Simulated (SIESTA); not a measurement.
Runs of SIESTA 5.4.2 on NiMoIrPdW. It takes space group P3m1 (No. 156, trigonal). The conventional cell has a = 2.761 Å, b = 2.761 Å, c = 11.341 Å, α = 90.00°, β = 90.00°, γ = 120.00°. Around Ni (site symmetry 3m) lie 3 W at 2.59 Å and 3 Pd at 2.68 Å and 6 Ni at 2.76 Å. Mo (site symmetry 3m) has 3 Ir at 2.66 Å and 1 W at 2.66 Å and 6 Mo at 2.76 Å as nearest neighbours. Pd (site symmetry 3m) is surrounded by 3 Ni at 2.68 Å and 6 Pd at 2.76 Å and 3 Ir at 2.84 Å. Ir (site symmetry 3m) is surrounded by 3 Mo at 2.66 Å and 6 Ir at 2.76 Å and 3 Pd at 2.84 Å. Around W (site symmetry 3m) lie 3 Ni at 2.59 Å and 1 Mo at 2.66 Å and 6 W at 2.76 Å. The cell was built by a generator and needn't be a form met in nature.

```tsv
task	level	potentials or basis	U	cell	hubbard projector method	U from the first cycle	broadening (eV)	window from (eV)	window to (eV)	gap on the mesh (eV)	pressure (GPa)	moment (μB)	largest force (eV/Å)
density of states	PBE	PseudoDojo 0.4 standard (PBE files), DZP (energy shift 0.003 Ry; two zetas on semicore shells)	-	as given	1	yes	0.05 eV	-15 eV	5 eV	none	2.2	0.00	0.64
band structure	PBE	PseudoDojo 0.4 standard (PBE files), SZP (energy shift 0.003 Ry)	-	as given	-	-	-	-	-	none	(c)	0.42	0.72
relaxation of cell and atoms	PBE	PseudoDojo 0.4 standard (PBE files), DZP (energy shift 0.003 Ry; two zetas on semicore shells)	-	relaxed	-	-	-	-	-	none	0.0	0.00	0.03
band structure	PBE	PseudoDojo 0.4 standard (PBE files), DZ (energy shift 0.003 Ry; two zetas on semicore shells)	-	as given	-	-	-	-	-	none	(b)	0.00	0.91
band structure	PBE	PseudoDojo 0.4 standard (PBE files), DZP (energy shift 0.003 Ry; two zetas on semicore shells)	-	as given	-	-	-	-	-	none	2.2	0.00	0.64
density of states	PBE+U	PseudoDojo 0.4 standard (PBE files), DZP (energy shift 0.003 Ry; two zetas on semicore shells)	Ir d U = 2 eV, Mo d U = 2 eV, Ni d U = 2 eV, Pd d U = 2 eV, W d U = 2 eV	as given	1	yes	0.05 eV	-15 eV	5 eV	none	(a)	0.57	0.74
band structure	PBE	PseudoDojo 0.4 standard (PBE files), DZP (energy shift 0.003 Ry; two zetas on semicore shells)	-	relaxed by the run before	-	-	-	-	-	none	0.0	0.00	0.03
single point	PBE	PseudoDojo 0.4 standard (PBE files), DZP (energy shift 0.003 Ry; two zetas on semicore shells)	-	as given	-	-	-	-	-	none	2.2	0.00	0.64
```

Alike in all rows: spin collinear, ferromagnetic start; k mesh 11 × 11 × 3; smearing fermi-dirac 0.05 eV; grid cutoff 800 Ry; energy shift 0.003 Ry.

**Question.** Estimate the missing entries.

**Answer.** (a) 0.8; (b) -1.7; (c) 4.1.

Caveats: short orbitals over semicore shells can move pressures by several GPa; the valence orbitals were made in a potential fitted to the semicore shell under them, which widens gaps by tenths of an eV or more; the basis of atomic orbitals isn't converged, which shifts pressures, moduli and gaps; spin-orbit coupling is left out, which moves the levels of the heavy elements (some runs); the basis has no polarisation orbitals (some runs); the U is typed as a test and isn't derived for this compound (some runs).

A k mesh can miss the band edges, and the runs leave out spin-orbit coupling on Ir, Mo, Pd, W.

A gap of «none» marks a metal or a gap under the smearing width.
